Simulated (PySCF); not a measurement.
**C4H12Si3: a tour of settings**

Which settings matter for C4H12Si3 (`C[SiH2]C#C[SiH2]C[SiH3]`), and how do bad ones show?

Programs: PySCF 2.14.0, with density-fitted response routines of our own. Each step states its level of theory. These are calculated values for one molecule in the gas phase, unless marked as measured. Atoms count from 0, in the outputs and in this text.

### Step 1. Starting geometry

19 atoms, charge 0, multiplicity 1; geometry from: GFN2-xTB.

Bonds of the start (Å): C0–Si1 1.90, Si1–C2 1.85, C2–C3 1.21, C3–Si4 1.85, Si4–C5 1.90, C5–Si6 1.90, C0–H7 1.09, C0–H8 1.09, C0–H9 1.09, Si1–H10 1.47, Si1–H11 1.47, Si4–H12 1.47, Si4–H13 1.47, C5–H14 1.09, C5–H15 1.09, Si6–H16 1.47, Si6–H17 1.47, Si6–H18 1.47.

### Step 2. Indirect couplings: wB97X-D/MINI

Job settings and geometry (Å):

```
{"job": {"kind": "j", "xc": "wB97X-D", "basis": "MINI"}, "charge": 0, "multiplicity": 1}
C     -4.405453     0.777105    -0.243076
Si    -3.280048    -0.751632    -0.230647
C     -1.523385    -0.166564    -0.235657
C     -0.381732     0.238652    -0.253738
Si     1.374851     0.826528    -0.288264
C      2.503930    -0.690403    -0.078395
Si     4.365279    -0.333829    -0.159905
H     -5.454205     0.493978    -0.266474
H     -4.247721     1.388374     0.641227
H     -4.212161     1.401154    -1.111296
H     -3.511220    -1.551933     0.979930
H     -3.501668    -1.564831    -1.434362
H      1.613065     1.479447    -1.582315
H      1.567825     1.777139     0.814795
H      2.250352    -1.423325    -0.845913
H      2.275150    -1.167127     0.876015
H      5.120518    -1.573559     0.049387
H      4.731293     0.631091     0.880184
H      4.705527     0.218986    -1.473466
```

With the program's defaults for keys left out, this is: wB97X-D/MINI indirect spin-spin coupling, non-relativistic, gas phase.

Started as:

```console
> OMP_NUM_THREADS=1 python probes_run.py task.json out
```

One launch serves the whole session: the jobs run in the order shown.

Log:

```text
coarse grid: 16656 points
cycle   1  E = -1021.8090161956  dE =  1.106e-01  |g| = 2.383e-01  |ddm| = 6.240e+00
cycle   2  E = -1021.8305472852  dE = -2.153e-02  |g| = 1.251e-01  |ddm| = 7.873e-01
cycle   3  E = -1021.8358191494  dE = -5.272e-03  |g| = 2.747e-02  |ddm| = 2.628e-01
cycle   4  E = -1021.8361163979  dE = -2.972e-04  |g| = 8.548e-03  |ddm| = 6.903e-02
cycle   5  E = -1021.8361378941  dE = -2.150e-05  |g| = 5.049e-03  |ddm| = 1.996e-02
cycle   6  E = -1021.8361450977  dE = -7.204e-06  |g| = 8.648e-04  |ddm| = 7.040e-03
final grid: 145080 points
cycle   7  E = -1021.8969636887  dE = -3.522e-05  |g| = 4.261e-03  |ddm| = 2.516e-02
cycle   8  E = -1021.8969668535  dE = -3.165e-06  |g| = 3.462e-03  |ddm| = 1.327e-02
cycle   9  E = -1021.8969706028  dE = -3.749e-06  |g| = 6.038e-04  |ddm| = 5.822e-03
cycle  10  E = -1021.8969706886  dE = -8.581e-08  |g| = 3.033e-04  |ddm| = 1.087e-03
cycle  11  E = -1021.8969707172  dE = -2.861e-08  |g| = 4.972e-05  |ddm| = 4.860e-04
cycle  12  E = -1021.8969707180  dE = -8.670e-10  |g| = 5.167e-06  |ddm| = 9.409e-05
converged SCF energy = -1021.8969707180

Indirect spin-spin couplings (Hz)
  i      j    bonds     total        FC       PSO       DSO        SD
  0 C    1 Si   1    -26.841   -27.544     1.857    -0.062    -1.092
  0 C    2 C    2      0.546     0.438     0.104     0.004         -
  0 C    3 C    3      1.278     1.425    -0.115    -0.032         -
  0 C    4 Si   4      0.330     0.317     0.002     0.013    -0.002
  0 C    5 C    5      0.239     0.254     0.005    -0.020         -
  0 C    7 H    1     66.951    66.068     0.102     0.781         -
  0 C    8 H    1     67.943    67.059     0.094     0.791         -
  0 C    9 H    1     68.026    67.142     0.093     0.791         -
  0 C   10 H    2      1.389     1.541     0.081    -0.233         -
  0 C   11 H    2      1.360     1.511     0.082    -0.233         -
  0 C   13 H    5      0.205     0.242     0.006    -0.043         -
  1 Si   2 C    1    -50.492   -52.104     2.210    -0.104    -0.494
  1 Si   3 C    2     -2.780    -2.599    -0.110     0.055    -0.126
  1 Si   4 Si   3      0.953     0.918     0.009    -0.017     0.044
  1 Si   5 C    4      0.340     0.330     0.003     0.009    -0.002
  1 Si   7 H    2      4.631     4.417     0.150     0.136    -0.071
  1 Si   8 H    2      5.892     5.628     0.186     0.128    -0.050
  1 Si   9 H    2      5.878     5.616     0.184     0.128    -0.050
  1 Si  10 H    1   -119.082  -119.724     1.131    -0.324    -0.166
  1 Si  11 H    1   -118.997  -119.635     1.128    -0.324    -0.166
  1 Si  12 H    4      0.731     0.635     0.026     0.083    -0.012
  1 Si  13 H    4      0.725     0.626     0.026     0.086    -0.012
  2 C    3 C    1     65.016    60.175     4.660     0.181         -
  2 C    4 Si   2     -2.718    -2.504    -0.125     0.051    -0.140
  2 C    5 C    3      1.245     1.396    -0.131    -0.021         -
  2 C    6 Si   4     -0.277    -0.306    -0.003     0.027     0.005
  2 C    7 H    3      5.315     5.471     0.168    -0.324         -
  2 C    8 H    3      0.652     0.415     0.172     0.064         -
  2 C    9 H    3      0.756     0.508     0.171     0.077         -
  2 C   10 H    2     -0.144    -0.245     0.193    -0.092         -
  2 C   11 H    2     -0.219    -0.327     0.192    -0.085         -
  2 C   12 H    3      2.791     3.034    -0.029    -0.214         -
  2 C   13 H    3      2.740     2.981    -0.023    -0.218         -
  2 C   14 H    4     -0.271    -0.113    -0.156    -0.002         -
  2 C   15 H    4     -0.286    -0.124    -0.145    -0.017         -
  2 C   17 H    5     -0.162    -0.014    -0.021    -0.128         -
  2 C   18 H    5     -0.156    -0.012    -0.023    -0.121         -
  3 C    4 Si   1    -49.854   -51.504     2.263    -0.110    -0.503
  3 C    5 C    2      0.187     0.061     0.103     0.023         -
  3 C    6 Si   3     -5.212    -5.172    -0.030     0.029    -0.039
  3 C    8 H    4     -0.324    -0.138    -0.134    -0.052         -
  3 C    9 H    4     -0.317    -0.134    -0.141    -0.042         -
  3 C   10 H    3      2.817     3.067    -0.020    -0.230         -
  3 C   11 H    3      2.824     3.076    -0.028    -0.223         -
  3 C   12 H    2     -0.245    -0.375     0.191    -0.061         -
  3 C   13 H    2     -0.232    -0.358     0.191    -0.065         -
  3 C   14 H    3      1.154     0.837     0.167     0.150         -
  3 C   15 H    3      0.911     0.617     0.168     0.126         -
  3 C   16 H    4      1.414     1.485     0.080    -0.151         -
  3 C   17 H    4     -0.219    -0.180     0.095    -0.134         -
  3 C   18 H    4     -0.211    -0.181     0.094    -0.124         -
  4 Si   5 C    1    -25.366   -26.014     1.827    -0.093    -1.087
  4 Si   6 Si   2     -3.796    -3.937     0.210    -0.003    -0.066
  4 Si  10 H    4      0.722     0.622     0.028     0.085    -0.012
  4 Si  11 H    4      0.737     0.640     0.028     0.081    -0.012
  4 Si  12 H    1   -119.816  -120.419     1.149    -0.367    -0.178
  4 Si  13 H    1   -119.918  -120.530     1.156    -0.366    -0.178
  4 Si  14 H    2      6.264     6.056     0.203     0.046    -0.041
  4 Si  15 H    2      6.253     6.041     0.206     0.046    -0.041
  4 Si  16 H    3     -9.119    -9.290    -0.042     0.233    -0.021
  4 Si  17 H    3     -0.738    -0.757     0.004    -0.011     0.025
  4 Si  18 H    3     -0.592    -0.620     0.004    -0.003     0.027
  5 C    6 Si   1    -22.002   -22.415     1.653    -0.079    -1.161
  5 C   10 H    5      0.226     0.251    -0.002    -0.023         -
  5 C   12 H    2      2.486     2.589     0.037    -0.140         -
  5 C   13 H    2      2.421     2.525     0.036    -0.140         -
  5 C   14 H    1     67.174    66.176    -0.070     1.068         -
  5 C   15 H    1     67.236    66.238    -0.069     1.067         -
  5 C   16 H    2      0.422     0.476     0.112    -0.166         -
  5 C   17 H    2      1.514     1.599     0.066    -0.151         -
  5 C   18 H    2      1.471     1.555     0.066    -0.150         -
  6 Si  12 H    3     -0.346    -0.410     0.019     0.010     0.035
  6 Si  13 H    3     -0.168    -0.242     0.018     0.023     0.034
  6 Si  14 H    2      5.924     5.657     0.228     0.091    -0.052
  6 Si  15 H    2      5.913     5.646     0.227     0.092    -0.053
  6 Si  16 H    1   -107.283  -108.095     1.203    -0.265    -0.126
  6 Si  17 H    1   -107.665  -108.453     1.204    -0.278    -0.138
  6 Si  18 H    1   -107.963  -108.753     1.207    -0.278    -0.139
  7 H    8 H    2     -9.009    -7.630     0.768    -2.147         -
  7 H    9 H    2     -9.006    -7.629     0.767    -2.144         -
  7 H   10 H    3     -0.244     0.184     0.073    -0.501         -
  7 H   11 H    3     -0.088     0.300     0.065    -0.453         -
  7 H   12 H    6     -0.414    -0.013     0.066    -0.466         -
  7 H   13 H    6     -0.393     0.003     0.065    -0.461         -
  7 H   14 H    7     -0.318     0.000     0.061    -0.379         -
  7 H   15 H    7     -0.317     0.000     0.060    -0.377         -
  7 H   16 H    8     -0.287    -0.001     0.050    -0.336         -
  7 H   17 H    8     -0.270     0.000     0.050    -0.319         -
  7 H   18 H    8     -0.267    -0.000     0.049    -0.317         -
  8 H    9 H    2     -8.964    -7.635     0.749    -2.078         -
  8 H   10 H    3      0.384     0.716     0.045    -0.377         -
  8 H   11 H    3      5.278     7.209     0.297    -2.228         -
  8 H   12 H    6     -0.217    -0.021     0.009    -0.205         -
  8 H   14 H    7     -0.245     0.002     0.049    -0.296         -
  8 H   16 H    8     -0.237    -0.001     0.036    -0.273         -
  8 H   18 H    8     -0.196     0.000     0.031    -0.227         -
  9 H   10 H    3      5.256     7.185     0.297    -2.226         -
  9 H   11 H    3      0.211     0.581     0.053    -0.424         -
  9 H   14 H    7     -0.156     0.002     0.028    -0.186         -
  9 H   15 H    7     -0.249     0.002     0.049    -0.300         -
  9 H   16 H    8     -0.247    -0.001     0.038    -0.285         -
  9 H   17 H    8     -0.177     0.000     0.027    -0.204         -
 10 H   11 H    2      0.708     2.371     0.081    -1.744         -
 10 H   12 H    5      0.382     0.980     0.060    -0.657         -
 10 H   16 H    7     -0.159     0.016     0.021    -0.197         -
 10 H   17 H    7     -0.207    -0.000     0.025    -0.232         -
 10 H   18 H    7     -0.292     0.000     0.037    -0.330         -
 11 H   12 H    5      0.410     0.664     0.002    -0.255         -
 11 H   13 H    5      0.395     0.992     0.060    -0.657         -
 11 H   15 H    6     -0.182    -0.022     0.003    -0.164         -
 11 H   16 H    7     -0.187     0.007     0.024    -0.218         -
 11 H   17 H    7     -0.306     0.001     0.039    -0.346         -
 11 H   18 H    7     -0.169     0.003     0.019    -0.191         -
 12 H   13 H    2      0.579     2.131     0.067    -1.619         -
 12 H   14 H    3      0.174     0.383     0.028    -0.237         -
 12 H   15 H    3      5.164     7.002     0.284    -2.123         -
 12 H   16 H    4     -1.218    -0.256     0.110    -1.073         -
 12 H   17 H    4     -0.334    -0.036     0.036    -0.335         -
 12 H   18 H    4      0.714    -0.045    -0.097     0.857         -
 13 H   14 H    3      5.027     6.856     0.284    -2.113         -
 13 H   15 H    3      0.517     0.643     0.011    -0.138         -
 13 H   16 H    4     -1.188    -0.260     0.108    -1.036         -
 13 H   17 H    4      0.687    -0.047    -0.094     0.828         -
 13 H   18 H    4     -0.455    -0.032     0.051    -0.475         -
 14 H   15 H    2     -8.611    -8.000     0.678    -1.290         -
 14 H   16 H    3      0.801     1.000     0.022    -0.221         -
 14 H   17 H    3      5.603     7.494     0.276    -2.167         -
 14 H   18 H    3      0.422     0.630     0.019    -0.226         -
 15 H   16 H    3      1.043     1.193     0.013    -0.162         -
 15 H   17 H    3      0.181     0.449     0.031    -0.300         -
 15 H   18 H    3      5.496     7.384     0.276    -2.164         -
 16 H   17 H    2     -1.966    -0.305     0.078    -1.738         -
 16 H   18 H    2     -1.959    -0.296     0.078    -1.742         -
 17 H   18 H    2     -1.826    -0.193     0.077    -1.710         -
```

Run time: 28 s. Hardware: 1 thread of Arm Neoverse N1, shared host; peak memory 0.68 GiB.

This basis has no tight s functions, so the Fermi-contact terms are rough.

A choice of the couplings up to four bonds, sorted by the number of bonds, with means over like pairs; isotopes 13C, 1H, 29Si:

```
   pair  bonds  J (Hz)  Fermi contact (Hz)  dihedral (°)
Si4–H12      1  -119.9              -120.5             –
Si1–H10      1  -119.0              -119.7             –
Si6–H16      1  -107.6              -108.4             –
  C0–H7      1    67.6                66.8             –
 C5–H14      1    67.2                66.2             –
  C2–C3      1    65.0                60.2             –
 Si1–C2      1   -50.5               -52.1             –
 C3–Si4      1   -49.9               -51.5             –
 C0–Si1      1   -26.8               -27.5             –
  H7–H8      2    -9.0                -7.6             –
H14–H15      2    -8.6                -8.0             –
Si4–H14      2     6.3                 6.0             –
Si6–H14      2     5.9                 5.7             –
 Si1–H7      2     5.5                 5.2             –
Si4–Si6      2    -3.8                -3.9             –
 Si1–C3      2    -2.8                -2.6             –
 C2–Si4      2    -2.7                -2.5             –
 C5–H12      2     2.5                 2.6             –
 C3–Si6      3    -5.2                -5.2           177
H12–H15      3     5.1                 6.9          -178
Si4–H16      3    -3.5                -3.6             –
 C3–H10      3     2.8                 3.1             –
 C2–H12      3     2.8                 3.0             –
H14–H16      3     2.3                 3.0             –
  C2–H7      3     2.2                 2.1             –
 H7–H10      3     1.8                 2.7             –
  C0–C3      3     1.3                 1.4             –
```

The spin-dipole term was solved for some atoms only; pairs without it lack that part.

### Step 3. TDDFT and polarisability: revPBE/def2-SVPD

The job, as its differences from that of step 2:

```diff
@@ -1,2 +1,2 @@
-{"job": {"kind": "j", "xc": "wB97X-D", "basis": "MINI"}, "charge": 0, "multiplicity": 1}
+{"job": {"kind": "uv", "xc": "revPBE", "basis": "def2-SVPD", "nstates": 12, "ntriplets": 0, "tda": false}, "charge": 0, "multiplicity": 1}
 C     -4.405453     0.777105    -0.243076
```

Level: TDDFT revPBE/def2-SVPD, vertical, gas phase, core orbitals frozen in the response.

Log:

```text
coarse grid: 16656 points
cycle   1  E = -1027.1721097239  dE =  1.204e-01  |g| = 6.813e-01  |ddm| = 7.860e+00
cycle   2  E = -1026.9880462404  dE =  1.841e-01  |g| = 1.025e+00  |ddm| = 2.890e+00
cycle   3  E = -1027.2986758693  dE = -3.106e-01  |g| = 9.137e-02  |ddm| = 1.691e+00
cycle   4  E = -1027.3014328964  dE = -2.757e-03  |g| = 4.179e-02  |ddm| = 2.836e-01
cycle   5  E = -1027.3018117873  dE = -3.789e-04  |g| = 2.428e-02  |ddm| = 7.937e-02
cycle   6  E = -1027.3019315350  dE = -1.197e-04  |g| = 1.311e-02  |ddm| = 4.363e-02
cycle   7  E = -1027.3019770826  dE = -4.555e-05  |g| = 1.729e-03  |ddm| = 1.863e-02
cycle   8  E = -1027.3019780438  dE = -9.611e-07  |g| = 3.145e-04  |ddm| = 4.355e-03
final grid: 145080 points
cycle   9  E = -1027.4753079467  dE = -2.256e-05  |g| = 1.029e-02  |ddm| = 1.624e-01
cycle  10  E = -1027.4752574017  dE =  5.054e-05  |g| = 1.688e-02  |ddm| = 3.365e-02
cycle  11  E = -1027.4753366228  dE = -7.922e-05  |g| = 1.079e-03  |ddm| = 2.164e-02
cycle  12  E = -1027.4753369936  dE = -3.709e-07  |g| = 3.103e-04  |ddm| = 2.466e-03
cycle  13  E = -1027.4753370191  dE = -2.548e-08  |g| = 1.220e-04  |ddm| = 6.842e-04
cycle  14  E = -1027.4753370216  dE = -2.510e-09  |g| = 7.552e-05  |ddm| = 2.405e-04
cycle  15  E = -1027.4753370232  dE = -1.555e-09  |g| = 9.777e-06  |ddm| = 1.115e-04
cycle  16  E = -1027.4753370232  dE = -2.592e-11  |g| = 3.491e-06  |ddm| = 2.935e-05
converged SCF energy = -1027.4753370232

Static polarisability (au): isotropic 138.718, principal 103.219 116.199 196.735

Singlet excitations
state   eV       nm        f      main configurations
  1   5.4900    225.8   0.00024   H-1->L 0.77, H->L+1 0.23
  2   5.5986    221.5   0.08458   H->L 0.68, H-1->L+1 0.31
  3   5.6347    220.0   0.00304   H->L+1 0.77, H-1->L 0.23
  4   6.4108    193.4   0.15871   H->L+2 0.70, H-1->L+1 0.15
  5   6.5077    190.5   0.20723   H-1->L+2 0.38, H-2->L 0.23, H->L+2 0.13
  6   6.5238    190.0   0.13683   H-1->L+2 0.59, H-2->L 0.16
  7   6.6521    186.4   0.00805   H->L+3 0.64, H-2->L 0.27
  8   6.6847    185.5   0.00072   H-2->L+1 0.95
  9   6.7237    184.4   0.00085   H-1->L+3 0.97
 10   6.7647    183.3   0.03278   H-3->L 0.85
 11   6.8136    182.0   0.00637   H->L+4 0.76, H-2->L 0.09
 12   6.8525    180.9   0.00750   H-1->L+4 0.93
```

Run time: 1.8 min. Hardware: 1 thread of Arm Neoverse N1, shared host; peak memory 0.75 GiB.

The orbitals next to the gap, with their largest atomic shares:

```
orbital     eV                        atoms
 HOMO−3  -8.00   C5 29 %, Si6 25 %, H17 9 %
 HOMO−2  -7.78  C5 24 %, Si6 16 %, H16 14 %
 HOMO−1  -6.75    C3 37 %, C2 37 %, Si1 7 %
   HOMO  -6.66     C2 33 %, C3 33 %, C5 8 %
   LUMO  -1.29   C2 25 %, C3 25 %, Si4 12 %
 LUMO+1  -1.12   C2 29 %, C3 29 %, Si1 12 %
 LUMO+2  -0.25  Si6 25 %, C5 11 %, Si4 10 %
```

With each of the 12 states as a Gaussian band of 0.4 eV half-width at 1/e, the curve within the window shown has maxima at 190 nm (ε 21,000) L/(mol cm). Beyond the last state computed it falls off for lack of states. The curve at chosen wavelengths:

(nm, ε (L/mol/cm)): (173, 2203), (176, 4669), (179, 8434), (183, 14678), (186, 18858), (189, 21235), (192, 21159), (195, 18854), (199, 13915), (202, 10183), (205, 7239), (208, 5322), (211, 4320), (215, 3884), (218, 3825), (221, 3740), (224, 3520), (227, 3146), (231, 2489), (234, 1964), (237, 1474), (240, 1057), (243, 726), (247, 414), (250, 261), (253, 159)

Leading natural transition orbitals of singlet state 5: the hole lies on C2, C3 about 34 % each; H11, H13 about 7 % each; the particle on H16 9 %; 5 H atoms about 6 % each; C3 7 %.

Leading natural transition orbitals of singlet state 1: the hole lies on C2, C3 about 39 % each; the particle on C2, C3 about 24 % each; Si1, Si4 about 7 % each.

Ground-state properties from the same run:

```
           property  computed
  dipole moment (D)      0.67
polarisability (Å³)     20.56
 HOMO–LUMO gap (eV)      5.37
      −ε(HOMO) (eV)      6.66
```

The fields below are evaluated on a grid from the run's orbitals.

Frontier orbitals at revPBE/def2-SVPD, with the share of their density that lies nearest to each atom:

```
orbital  energy (eV)                                          lies on
   HOMO        -6.66                   C2, C3 about 34 % each; C5 8 %
   LUMO        -1.29  C2, C3 about 24 % each; Si1, Si4 about 7 % each
```

ELF in a plane through or near 9 of the atoms.

Ten even steps from '0' (0.00) to '9' (1.00):
```
0000000000000000000000000000
0000000000000000000000000000
0000000000000000000000000000
0000000000000000000000000000
0000000000121000000000000000
0000000000353100000011100000
0000022000311233300035210000
0000144201171776520166442000
0000242234382957750353798000
0000115077902967673674999100
0001518292563748793187899000
0005991382230478492715374000
0018999455620146771702000000
0009999124510023331131000000
0007997001100001013541000000
0001993000000000001320000000
0000000000000000000000000000
0000000000000000000000000000
0000000000000000000000000000
0000000000000000000000000000
```
The map spans 16.1 Å across and 8.8 Å up, centred on the molecule. Atoms in the plane (x, y in Å): C0 (4.4, 0.5), Si1 (3.2, -0.9), C2 (1.5, -0.2), C3 (0.4, 0.2), Si4 (-1.3, 0.9), C5 (-2.5, -0.6), Si6 (-4.4, -0.1), H7 (5.5, 0.2), H16 (-5.2, -1.3).

On the surface of density 0.002 e/bohr³ the electrostatic potential runs, from the 1st to the 99th percentile, from -0.67 V near C3 to 1.00 V near H12.

(Part 1 of 2 ends here.)
